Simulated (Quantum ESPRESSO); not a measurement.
A calculation with Quantum ESPRESSO 7.5 of ZrNbP2 (native input, structure typed inline):

pw.in

```
&CONTROL
  calculation = 'scf'
  prefix = 'pwscf'
  outdir = './tmp'
  pseudo_dir = './pseudo'
  tprnfor = .true.
  tstress = .true.
  disk_io = 'nowf'
/
&SYSTEM
  ibrav = 0
  nat = 4
  ntyp = 3
  ecutwfc = 55
  ecutrho = 440
  nbnd = 25
  occupations = 'smearing'
  smearing = 'fd'
  degauss = 0.00367493
/
&ELECTRONS
  conv_thr = 8d-10
  electron_maxstep = 120
  mixing_beta = 0.5
/
ATOMIC_SPECIES
Zr    91.2240 Zr_pbe_v1.uspp.F.UPF
Nb    92.9064 Nb.pbe-spn-kjpaw_psl.0.3.0.UPF
P     30.9738 P.pbe-n-rrkjus_psl.1.0.0.UPF
CELL_PARAMETERS angstrom
   4.3235075800    0.0000000000    0.0000000000
  -2.1617537900    3.7442674000    0.0000000000
   0.0000000000    0.0000000000    4.8883706400
ATOMIC_POSITIONS crystal
Zr     0.0000000000    0.0000000000    0.5435190300
Nb     0.0000000000    0.0000000000    0.0792682100
P      0.3333333300    0.6666666700    0.9280563600
P      0.6666666700    0.3333333300    0.9280563600
K_POINTS automatic
7 7 6 0 0 0
```

Potentials or basis: SSSP 1.3 efficiency PBE.

Command:

```console
$ OMP_NUM_THREADS=1 pw.x -in pw.in > pw.out
```

The cell was built by a generator and needn't be a form met in nature.

Problem. Write the same calculation in another form: ASE script, Cartesian positions.

Solution. As run:

Contents of run.py:

```python
import numpy as np
from ase.calculators.espresso import Espresso, EspressoProfile
from ase.io import read

atoms = read('ZrNbP2.xyz')

input_data = {
    'control': {'calculation': 'scf', 'prefix': 'pwscf', 'outdir': './tmp', 'tprnfor': True, 'tstress': True, 'disk_io': 'nowf'},
    'system': {'ecutwfc': 55.0, 'ecutrho': 440.0, 'nbnd': 25, 'occupations': 'smearing', 'smearing': 'fd', 'degauss': 0.00367493},
    'electrons': {'conv_thr': 8e-10, 'electron_maxstep': 120, 'mixing_beta': 0.5},
}
pseudopotentials = {'P': 'P.pbe-n-rrkjus_psl.1.0.0.UPF', 'Nb': 'Nb.pbe-spn-kjpaw_psl.0.3.0.UPF', 'Zr': 'Zr_pbe_v1.uspp.F.UPF'}
profile = EspressoProfile(command='pw.x', pseudo_dir='pseudo')
dft = Espresso(profile=profile, input_data=input_data, pseudopotentials=pseudopotentials, kpts=(7, 7, 6), koffset=(0, 0, 0))
atoms.calc = dft

print(f'energy {atoms.get_potential_energy():.8f} eV')
print('forces (eV/A)')
print(np.round(atoms.get_forces(), 6))
print('stress (eV/A^3, Voigt)')
print(np.round(atoms.get_stress(), 8))
print(f'Fermi level {dft.get_fermi_level():.4f} eV')
```

The input ZrNbP2.xyz:

```xyz
4
Lattice="4.3235075800 0.0000000000 0.0000000000 -2.1617537900 3.7442674000 0.0000000000 0.0000000000 0.0000000000 4.8883706400" Properties=species:S:1:pos:R:3 pbc="T T T"
Zr     0.0000000000      0.0000000000      2.6569224685
Nb     0.0000000000      0.0000000000      0.3874923904
P     -0.0000000216      2.4961782791      4.5366834625
P      2.1617538116      1.2480891209      4.5366834625
```

Potentials or basis: SSSP 1.3 efficiency PBE.

Run with:

```console
$ OMP_NUM_THREADS=1 python run.py
```

Both were run:

|  | native input, structure typed inline | ASE script, Cartesian positions |
| --- | --- | --- |
| Pressure | 5.4 GPa | 5.4 GPa |
| Largest force | 3.718 eV/Å | 3.718 eV/Å |
| Band gap on the k mesh | none (metal or under the smearing width) | none (metal or under the smearing width) |

Keys that steer only the numerical path or the files written may differ.

Caveat: forces of over 1 eV/Å show positions far from the minimum, so gaps and moduli don't describe the material at rest.
